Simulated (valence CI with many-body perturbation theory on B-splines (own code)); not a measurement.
# Lu⁶⁶⁺: settings changed one run at a time

Aim: see how the low levels and the ionisation energy of Lu⁶⁶⁺ respond to changed settings, and what each run costs. A reference run comes first.

The numbers are computed with an in-house CI+MBPT code version 3 (configuration interaction of the valence electrons, many-body perturbation theory for a frozen closed Dirac-Fock core, no-pair Dirac Hamiltonian, B-spline basis), except any that are marked as measured or tabulated.

**1. What is computed**

* element: lutetium (Z = 71, A = 175)
* charge: +66
* frozen core: [He]
* start configuration of the valence electrons: 2s2 2p1
* nuclear rms radius: 5.3700 fm

**2. The reference run**

The run's settings:

```ini
atom Lu  Z=71  mass_number=175  rms_radius_fm=5.3700
core [He]
valence 2s2 2p1
avg = 1
basis = S
breit = 1
cap = 10000
capref = 1200
cscale = 1
de = 0.0
dress = 0
eps = 2e-08
h = 0.27
hh = 1
l2 = 3
lcore = 6
maxit = 60
n2 = 5
natural = 1
nlev = 21
nno = [3, 3, 3, 2, 1]
nroot = 26
nsp = [3, 3, 2, 1, 0]
pt2 = 1
qed = 1
rpa = 1
s1 = 1
s2 = 1
s3 = 1
screen = 1
tol = 2e-05
```

Command:

```bash
> python run_cv.py task.json out
```

task.json holds these settings and those of the later runs, which follow in the same process.

The program printed:

```text
rmax 0.9 intervals 52 orbitals 36 references ['2s2 2p', '2s 2p2', '2p3'] scf 2
2J=0 par=0 roots 2 ref 15 generators 2 cand 92/92 P 107/107 nnz 0 it 0
   second order: generators 3 cand 0/0 e2 -0.00000 -0.00000
2J=0 par=1 roots 2 ref 11 generators 3 cand 73/73 P 84/84 nnz 0 it 0
   second order: generators 5 cand 0/0 e2 -0.00000 -0.00000
2J=2 par=1 roots 2 ref 28 generators 2 cand 188/188 P 214/214 nnz 0 it 0
2J=2 par=1 roots 2 ref 28 generators 2 cand 2/2 P 216/216 nnz 0 it 0
   second order: generators 2 cand 0/0 e2 -0.00000 -0.00000
reference levels 291, estimated 165, window 80000867 1/cm; series limit 106323158, core excitation 434901505
2J=1 par=1 roots 8 ref 32 generators 8 cand 87/108 P 1667/2450 nnz 0 it 4
2J=1 par=1 roots 8 ref 32 generators 11 cand 107/132 P 1678/2469 nnz 0 it 4
   second order: generators 14 cand 220/311 e2 -0.00000 -0.00000
2J=1 par=0 roots 9 ref 34 generators 10 cand 115/140 P 1705/2532 nnz 8.2e+05 it 3
2J=1 par=0 roots 9 ref 34 generators 12 cand 129/157 P 1721/2559 nnz 8.3e+05 it 4
   second order: generators 14 cand 163/205 e2 -0.00000 -0.00000
2J=3 par=1 roots 9 ref 47 generators 12 cand 722/1514 P 1632/3321 nnz 1.5e+06 it 4
2J=3 par=1 roots 9 ref 47 generators 14 cand 474/878 P 1663/3403 nnz 1.5e+06 it 3
   second order: generators 15 cand 443/796 e2 -0.00000 -0.00000
2J=3 par=0 roots 8 ref 45 generators 8 cand 582/1129 P 1538/3126 nnz 1.3e+06 it 4
2J=3 par=0 roots 8 ref 45 generators 10 cand 406/695 P 1565/3194 nnz 1.4e+06 it 3
   second order: generators 12 cand 525/987 e2 -0.00000 -0.00000
2J=5 par=0 roots 5 ref 39 generators 6 cand 540/1290 P 1428/3099 nnz 1.3e+06 it 4
2J=5 par=0 roots 5 ref 39 generators 9 cand 600/1326 P 1452/3160 nnz 1.4e+06 it 3
   second order: generators 11 cand 674/1427 e2 -0.00000 -0.00000
2J=5 par=1 roots 4 ref 36 generators 5 cand 527/1277 P 1455/3221 nnz 1.5e+06 it 4
2J=5 par=1 roots 4 ref 36 generators 6 cand 357/761 P 1493/3318 nnz 1.6e+06 it 3
   second order: generators 8 cand 606/1252 e2 -0.00000 -0.00000
2J=7 par=1 roots 1 ref 21 generators 2 cand 242/530 P 1173/2650 nnz 1.1e+06 it 3
2J=7 par=1 roots 1 ref 21 generators 3 cand 322/747 P 1214/2737 nnz 1.2e+06 it 3
   second order: generators 4 cand 358/851 e2 -0.00000 -0.00000
left out: unestimated 116023048, estimated 85209467, shifts from estimates -0 to 7
```

Run time: 7.7 s. Hardware: 1 thread of Arm Neoverse N1, shared host; peak memory 0.33 GiB.

In the log, the blocks before «reference levels» are the next ion; each later block is one J and parity (par 1 is odd): roots sought, reference size, generators, candidates and the variational space P (configurations/state functions), Hamiltonian entries, Davidson iterations; e2 is the second-order remainder in hartree. Σ1, Σ2 and Σ3 are the one-, two- and three-electron terms by which the core's correlation enters. In the settings nsp and nno count spectroscopic and correlating orbitals by l, and s1, s2, s3 switch or scale the Σ terms.

Levels from the run's result record, above the lowest; ° marks odd parity; each level is named by its leading configuration and LS term. The first 14 of 40 are listed.

```
 #           level  configuration weight  term weight  energy (eV)      g  lifetime (s)
 0  2s2 2p ²P° 1/2                  1.00         1.00         0.00  0.620             -
 1   2s 2p2 ⁴P 1/2                  1.00         0.50       252.53  2.041      4.52e-11
 2  2s2 2p ²P° 3/2                  0.99         1.00       1211.6  1.300      3.28e-11
 3   2s 2p2 ⁴P 3/2                  1.00         0.90       1389.0  1.623      1.37e-11
 4   2s 2p2 ²D 5/2                  1.00         0.63       1428.8  1.311      1.26e-10
 5   2s 2p2 ²P 1/2                  1.00         0.69       1497.4  1.265      1.16e-13
 6   2s 2p2 ²D 3/2                  1.00         0.62       1499.4  0.973      1.29e-13
 7     2p3 ²P° 3/2                  0.99         0.49       1762.2  1.316      1.69e-13
 8   2s 2p2 ⁴P 5/2                  1.00         0.63       2618.4  1.417      5.64e-13
 9   2s 2p2 ²S 1/2                  1.00         0.68       2722.2  1.916      1.46e-13
10   2s 2p2 ²P 3/2                  1.00         0.60       2722.9  1.170      7.95e-14
11     2p3 ⁴S° 3/2                  1.00         0.55       2927.1  1.435      8.31e-14
12     2p3 ²D° 5/2                  1.00         1.00       2949.6  1.164      8.86e-14
13     2p3 ²P° 1/2                  1.00         1.00       3004.2  0.620      7.66e-14
```

**3. Changed: correlating orbitals by l [3, 6, 3, 2, 2]**

Settings: those of step 2 with these lines changed.

```diff
@@ -20,3 +20,3 @@
 nlev = 21
-nno = [3, 3, 3, 2, 1]
+nno = [3, 6, 3, 2, 2]
 nroot = 26
```

The program printed:

```text
rmax 0.9 intervals 52 orbitals 44 references ['2s2 2p', '2s 2p2', '2p3'] scf 2
2J=0 par=0 roots 2 ref 15 generators 2 cand 144/144 P 157/157 nnz 0 it 0
2J=0 par=0 roots 2 ref 15 generators 3 cand 2/2 P 159/159 nnz 0 it 0
   second order: generators 3 cand 0/0 e2 -0.00000 -0.00000
2J=0 par=1 roots 2 ref 11 generators 3 cand 109/109 P 120/120 nnz 0 it 0
   second order: generators 5 cand 0/0 e2 -0.00000 -0.00000
2J=2 par=1 roots 2 ref 28 generators 2 cand 278/278 P 301/301 nnz 0 it 0
2J=2 par=1 roots 2 ref 28 generators 2 cand 5/5 P 305/305 nnz 0 it 0
   second order: generators 2 cand 1/1 e2 -0.00000 -0.00000
reference levels 291, estimated 165, window 80000783 1/cm; series limit 106323098, core excitation 434901505
2J=1 par=1 roots 8 ref 32 generators 8 cand 535/753 P 1988/2917 nnz 1e+06 it 4
2J=1 par=1 roots 8 ref 32 generators 11 cand 461/629 P 2056/3028 nnz 1.1e+06 it 4
   second order: generators 14 cand 741/1055 e2 -0.00000 -0.00000
2J=1 par=0 roots 9 ref 34 generators 10 cand 590/824 P 2036/3037 nnz 1.1e+06 it 4
2J=1 par=0 roots 9 ref 34 generators 12 cand 434/580 P 2098/3132 nnz 1.2e+06 it 4
   second order: generators 14 cand 562/784 e2 -0.00000 -0.00000
2J=3 par=1 roots 9 ref 47 generators 12 cand 1600/3293 P 1799/3564 nnz 1.6e+06 it 4
2J=3 par=1 roots 9 ref 47 generators 14 cand 1332/2601 P 2224/4564 nnz 2.6e+06 it 5
   second order: generators 15 cand 907/1601 e2 -0.00000 -0.00000
2J=3 par=0 roots 8 ref 45 generators 8 cand 1312/2556 P 1769/3560 nnz 1.6e+06 it 4
2J=3 par=0 roots 8 ref 45 generators 10 cand 1041/1876 P 2040/4168 nnz 2.2e+06 it 4
   second order: generators 12 cand 1059/1966 e2 -0.00000 -0.00000
2J=5 par=0 roots 5 ref 39 generators 6 cand 1174/2704 P 1685/3550 nnz 1.7e+06 it 4
2J=5 par=0 roots 5 ref 39 generators 9 cand 1281/2808 P 1863/3957 nnz 2.1e+06 it 4
   second order: generators 11 cand 1317/2746 e2 -0.00000 -0.00000
2J=5 par=1 roots 4 ref 36 generators 5 cand 1184/2730 P 1650/3544 nnz 1.7e+06 it 4
2J=5 par=1 roots 4 ref 36 generators 6 cand 983/2071 P 1915/4187 nnz 2.4e+06 it 4
   second order: generators 8 cand 1244/2496 e2 -0.00000 -0.00000
2J=7 par=1 roots 1 ref 21 generators 2 cand 690/1542 P 1341/2916 nnz 1.3e+06 it 3
2J=7 par=1 roots 1 ref 21 generators 3 cand 785/1815 P 1429/3096 nnz 1.4e+06 it 3
   second order: generators 4 cand 884/2084 e2 -0.00000 -0.00000
left out: unestimated 116023134, estimated 85209345, shifts from estimates -0 to 9
```

It took 8.3 s on 1 thread of Arm Neoverse N1, shared host; peak memory 0.33 GiB.

Shifts against the reference run (cm⁻¹), for levels that keep their label and place:

| level | energy (eV) | shift |
| --- | --- | --- |
| 2s 2p2 ⁴P 1/2 | 252.54 | +16.7 |
| 2s2 2p ²P° 3/2 | 1211.6 | -41 |
| 2s 2p2 ⁴P 3/2 | 1389.0 | +66 |
| 2s 2p2 ²D 5/2 | 1428.7 | -84 |
| 2s 2p2 ²P 1/2 | 1497.4 | -37 |
| 2s 2p2 ²D 3/2 | 1499.4 | -57 |
| 2p3 ²P° 3/2 | 1762.2 | -86 |
| 2s 2p2 ⁴P 5/2 | 2618.4 | -34 |

The ionisation energy moves by -0.0076 eV.

**4. Changed: energy shift in Σ1 (hartree) 52.9**

Settings: those of step 3 with these lines changed.

```diff
@@ -9,3 +9,3 @@
 cscale = 1
-de = 0.0
+de = 52.9
 dress = 0
@@ -20,3 +20,3 @@
 nlev = 21
-nno = [3, 6, 3, 2, 2]
+nno = [3, 3, 3, 2, 1]
 nroot = 26
```

The program printed:

```text
rmax 0.9 intervals 52 orbitals 36 references ['2s2 2p', '2s 2p2', '2p3'] scf 2
2J=0 par=0 roots 2 ref 15 generators 2 cand 92/92 P 107/107 nnz 0 it 0
   second order: generators 3 cand 0/0 e2 -0.00000 -0.00000
2J=0 par=1 roots 2 ref 11 generators 3 cand 73/73 P 84/84 nnz 0 it 0
   second order: generators 5 cand 0/0 e2 -0.00000 -0.00000
2J=2 par=1 roots 2 ref 28 generators 2 cand 188/188 P 214/214 nnz 0 it 0
2J=2 par=1 roots 2 ref 28 generators 2 cand 2/2 P 216/216 nnz 0 it 0
   second order: generators 2 cand 0/0 e2 -0.00000 -0.00000
reference levels 291, estimated 165, window 80000892 1/cm; series limit 106323225, core excitation 434901505
2J=1 par=1 roots 8 ref 32 generators 8 cand 87/108 P 1667/2450 nnz 0 it 4
2J=1 par=1 roots 8 ref 32 generators 11 cand 107/132 P 1678/2469 nnz 0 it 4
   second order: generators 14 cand 220/311 e2 -0.00000 -0.00000
2J=1 par=0 roots 9 ref 34 generators 10 cand 115/140 P 1705/2532 nnz 8.2e+05 it 3
2J=1 par=0 roots 9 ref 34 generators 12 cand 129/157 P 1721/2559 nnz 8.3e+05 it 4
   second order: generators 14 cand 163/205 e2 -0.00000 -0.00000
2J=3 par=1 roots 9 ref 47 generators 12 cand 722/1514 P 1632/3321 nnz 1.5e+06 it 4
2J=3 par=1 roots 9 ref 47 generators 14 cand 474/878 P 1663/3403 nnz 1.5e+06 it 3
   second order: generators 15 cand 443/796 e2 -0.00000 -0.00000
2J=3 par=0 roots 8 ref 45 generators 8 cand 582/1129 P 1538/3126 nnz 1.3e+06 it 4
2J=3 par=0 roots 8 ref 45 generators 10 cand 406/695 P 1565/3194 nnz 1.4e+06 it 3
   second order: generators 12 cand 525/987 e2 -0.00000 -0.00000
2J=5 par=0 roots 5 ref 39 generators 6 cand 540/1290 P 1428/3099 nnz 1.3e+06 it 4
2J=5 par=0 roots 5 ref 39 generators 9 cand 600/1326 P 1452/3160 nnz 1.4e+06 it 3
   second order: generators 11 cand 674/1427 e2 -0.00000 -0.00000
2J=5 par=1 roots 4 ref 36 generators 5 cand 527/1277 P 1455/3221 nnz 1.5e+06 it 4
2J=5 par=1 roots 4 ref 36 generators 6 cand 357/761 P 1493/3318 nnz 1.6e+06 it 3
   second order: generators 8 cand 606/1252 e2 -0.00000 -0.00000
2J=7 par=1 roots 1 ref 21 generators 2 cand 242/530 P 1173/2650 nnz 1.1e+06 it 3
2J=7 par=1 roots 1 ref 21 generators 3 cand 322/747 P 1214/2737 nnz 1.2e+06 it 3
   second order: generators 4 cand 358/851 e2 -0.00000 -0.00000
left out: unestimated 116023105, estimated 85209469, shifts from estimates -0 to 7
```

Run time: 7 s. Hardware: 1 thread of Arm Neoverse N1, shared host; peak memory 0.35 GiB.

Shifts against the reference run (cm⁻¹), for levels that keep their label and place:

```
         level  energy (eV)  shift
 2s 2p2 ⁴P 1/2       252.53    -28
2s2 2p ²P° 3/2       1211.6    +21
 2s 2p2 ⁴P 3/2       1389.0   -7.2
 2s 2p2 ²D 5/2       1428.8   -7.3
 2s 2p2 ²P 1/2       1497.4   -7.3
 2s 2p2 ²D 3/2       1499.4   -7.2
   2p3 ²P° 3/2       1762.2    -35
 2s 2p2 ⁴P 5/2       2618.4  +14.0
```

The ionisation energy moves by +0.0083 eV.

**5. Changed: Breit term off**

Settings: those of step 4 with these lines changed.

```diff
@@ -5,3 +5,3 @@
 basis = S
-breit = 1
+breit = 0
 cap = 10000
@@ -9,3 +9,3 @@
 cscale = 1
-de = 52.9
+de = 0.0
 dress = 0
```

The program printed:

```text
rmax 0.9 intervals 52 orbitals 36 references ['2s2 2p', '2s 2p2', '2p3'] scf 2
2J=0 par=0 roots 2 ref 15 generators 2 cand 92/92 P 107/107 nnz 0 it 0
   second order: generators 3 cand 0/0 e2 -0.00000 -0.00000
2J=0 par=1 roots 2 ref 11 generators 3 cand 73/73 P 84/84 nnz 0 it 0
   second order: generators 5 cand 0/0 e2 -0.00000 -0.00000
2J=2 par=1 roots 2 ref 28 generators 2 cand 188/188 P 214/214 nnz 0 it 0
2J=2 par=1 roots 2 ref 28 generators 2 cand 2/2 P 216/216 nnz 0 it 0
   second order: generators 2 cand 0/0 e2 -0.00000 -0.00000
reference levels 291, estimated 165, window 80086068 1/cm; series limit 106555226, core excitation 434901505
2J=1 par=1 roots 8 ref 32 generators 8 cand 100/126 P 1647/2419 nnz 0 it 4
2J=1 par=1 roots 8 ref 32 generators 11 cand 120/151 P 1659/2440 nnz 0 it 4
   second order: generators 13 cand 213/307 e2 -0.00000 -0.00000
2J=1 par=0 roots 9 ref 34 generators 10 cand 125/153 P 1687/2509 nnz 8e+05 it 3
2J=1 par=0 roots 9 ref 34 generators 12 cand 143/173 P 1703/2536 nnz 8.2e+05 it 4
   second order: generators 14 cand 180/226 e2 -0.00000 -0.00000
2J=3 par=1 roots 9 ref 47 generators 12 cand 725/1521 P 1636/3325 nnz 1.5e+06 it 4
2J=3 par=1 roots 9 ref 47 generators 14 cand 472/876 P 1679/3427 nnz 1.6e+06 it 4
   second order: generators 15 cand 429/774 e2 -0.00000 -0.00000
2J=3 par=0 roots 8 ref 45 generators 8 cand 593/1145 P 1543/3138 nnz 1.3e+06 it 4
2J=3 par=0 roots 8 ref 45 generators 10 cand 408/698 P 1575/3211 nnz 1.4e+06 it 3
   second order: generators 12 cand 514/965 e2 -0.00000 -0.00000
2J=5 par=0 roots 5 ref 39 generators 6 cand 531/1266 P 1422/3086 nnz 1.3e+06 it 4
2J=5 par=0 roots 5 ref 39 generators 9 cand 602/1332 P 1448/3145 nnz 1.4e+06 it 4
   second order: generators 11 cand 672/1431 e2 -0.00000 -0.00000
2J=5 par=1 roots 3 ref 36 generators 4 cand 530/1287 P 1413/3096 nnz 1.3e+06 it 4
2J=5 par=1 roots 3 ref 36 generators 5 cand 400/893 P 1474/3258 nnz 1.5e+06 it 4
   second order: generators 8 cand 625/1320 e2 -0.00000 -0.00000
2J=7 par=1 roots 1 ref 21 generators 2 cand 242/527 P 1168/2642 nnz 1.1e+06 it 3
2J=7 par=1 roots 1 ref 21 generators 3 cand 330/763 P 1202/2712 nnz 1.1e+06 it 3
   second order: generators 4 cand 372/881 e2 -0.00000 -0.00000
left out: unestimated 116299671, estimated 84443306, shifts from estimates -0 to 6
```

Run time: 7 s. Hardware: 1 thread of Arm Neoverse N1, shared host; peak memory 0.35 GiB.

Shifts against the reference run (cm⁻¹), for levels that keep their label and place:

| level | energy (eV) | shift |
| --- | --- | --- |
| 2s 2p2 ⁴P 1/2 | 235.18 | -139942 |
| 2s2 2p ²P° 3/2 | 1228.7 | +138127 |
| 2s 2p2 ⁴P 3/2 | 1390.0 | +8139 |
| 2s 2p2 ²D 5/2 | 1439.2 | +83961 |
| 2s 2p2 ²P 1/2 | 1497.8 | +3387 |
| 2s 2p2 ²D 3/2 | 1505.2 | +46507 |
| 2p3 ²P° 3/2 | 1749.1 | -105562 |
| 2s 2p2 ⁴P 5/2 | 2641.8 | +188344 |

The ionisation energy moves by +28.8 eV.

**6. Changed: correlating orbitals by l [2, 2, 1, 1, 0]; natural orbitals off**

Settings: those of step 5 with these lines changed.

```diff
@@ -5,3 +5,3 @@
 basis = S
-breit = 0
+breit = 1
 cap = 10000
@@ -18,5 +18,5 @@
 n2 = 5
-natural = 1
+natural = 0
 nlev = 21
-nno = [3, 3, 3, 2, 1]
+nno = [2, 2, 1, 1, 0]
 nroot = 26
```

The program printed:

```text
rmax 0.9 intervals 52 orbitals 25 references ['2s2 2p', '2s 2p2', '2p3'] scf 2
2J=0 par=0 roots 2 ref 15 generators 2 cand 48/48 P 63/63 nnz 0 it 0
   second order: generators 3 cand 0/0 e2 -0.00000 -0.00000
2J=0 par=1 roots 2 ref 11 generators 3 cand 35/35 P 46/46 nnz 0 it 0
   second order: generators 5 cand 0/0 e2 -0.00000 -0.00000
2J=2 par=1 roots 2 ref 28 generators 2 cand 85/85 P 113/113 nnz 0 it 0
   second order: generators 2 cand 0/0 e2 -0.00000 -0.00000
reference levels 291, estimated 165, window 79995387 1/cm; series limit 106315398, core excitation 434901505
2J=1 par=1 roots 8 ref 32 generators 8 cand 62/83 P 690/970 nnz 0 it 0
2J=1 par=1 roots 8 ref 32 generators 11 cand 80/103 P 697/982 nnz 0 it 0
   second order: generators 14 cand 145/203 e2 -0.00000 -0.00000
2J=1 par=0 roots 9 ref 34 generators 10 cand 82/110 P 697/993 nnz 0 it 0
2J=1 par=0 roots 9 ref 34 generators 12 cand 88/110 P 703/1004 nnz 0 it 0
   second order: generators 15 cand 144/192 e2 -0.00000 -0.00000
2J=3 par=1 roots 9 ref 47 generators 12 cand 149/314 P 805/1517 nnz 0 it 3
2J=3 par=1 roots 9 ref 47 generators 14 cand 159/298 P 824/1570 nnz 0 it 4
   second order: generators 15 cand 140/245 e2 -0.00000 -0.00000
2J=3 par=0 roots 8 ref 45 generators 8 cand 125/239 P 766/1476 nnz 0 it 3
2J=3 par=0 roots 8 ref 45 generators 10 cand 135/229 P 779/1505 nnz 0 it 4
   second order: generators 12 cand 164/301 e2 -0.00000 -0.00000
2J=5 par=0 roots 5 ref 39 generators 6 cand 106/269 P 721/1425 nnz 0 it 3
2J=5 par=0 roots 5 ref 39 generators 9 cand 172/379 P 736/1462 nnz 0 it 4
   second order: generators 11 cand 189/395 e2 -0.00000 -0.00000
2J=5 par=1 roots 4 ref 36 generators 5 cand 91/241 P 706/1388 nnz 0 it 4
2J=5 par=1 roots 4 ref 36 generators 6 cand 113/256 P 720/1441 nnz 0 it 4
   second order: generators 8 cand 186/383 e2 -0.00000 -0.00000
2J=7 par=1 roots 1 ref 21 generators 2 cand 83/200 P 500/937 nnz 0 it 0
2J=7 par=1 roots 1 ref 21 generators 3 cand 107/252 P 506/959 nnz 0 it 0
   second order: generators 4 cand 144/335 e2 -0.00000 -0.00000
left out: unestimated 116024246, estimated 85207881, shifts from estimates -0 to 0
```

It took 5.9 s on 1 thread of Arm Neoverse N1, shared host; peak memory 0.35 GiB.

Shifts against the reference run (cm⁻¹), for levels that keep their label and place:

| level | energy (eV) | shift |
| --- | --- | --- |
| 2s 2p2 ⁴P 1/2 | 252.67 | +1117 |
| 2s2 2p ²P° 3/2 | 1211.4 | -1358 |
| 2s 2p2 ⁴P 3/2 | 1388.5 | -4040 |
| 2s 2p2 ²D 5/2 | 1428.6 | -1269 |
| 2s 2p2 ²P 1/2 | 1497.5 | +1451 |
| 2s 2p2 ²D 3/2 | 1499.7 | +2554 |
| 2p3 ²P° 3/2 | 1762.7 | +3773 |
| 2s 2p2 ⁴P 5/2 | 2618.0 | -3625 |

The ionisation energy moves by -0.962 eV. This setting is looser than the reference.

**7. All runs together**

```tsv
run	outcome	ionisation energy (eV)	its shift (eV)	mean size of level shifts (cm⁻¹)	time
reference	converged	17112.4	0	0	7.7 s
correlating orbitals by l [3, 6, 3, 2, 2]	converged	17112.4	-0.0076	62	8.3 s
energy shift in Σ1 (hartree) 52.9	converged	17112.5	+0.0083	15.2	7 s
Breit term off	converged	17141.2	+28.8	87221	7 s
correlating orbitals by l [2, 2, 1, 1, 0]; natural orbitals off	converged, crude	17111.5	-0.962	2322	5.9 s
NIST (tabulated theoretical)	-	17120	-	-	-
```

What this shows: The ionisation energy reacts most to «Breit term off» (+28.8 eV) and least to «correlating orbitals by l [3, 6, 3, 2, 2]» (-0.0076 eV). The reference run itself stands -7.55 eV from the NIST entry (uncertainty 40 eV). Cautions: by estimate large intervals hold to a few tenths of a per cent, small ones and the rates on them less well.
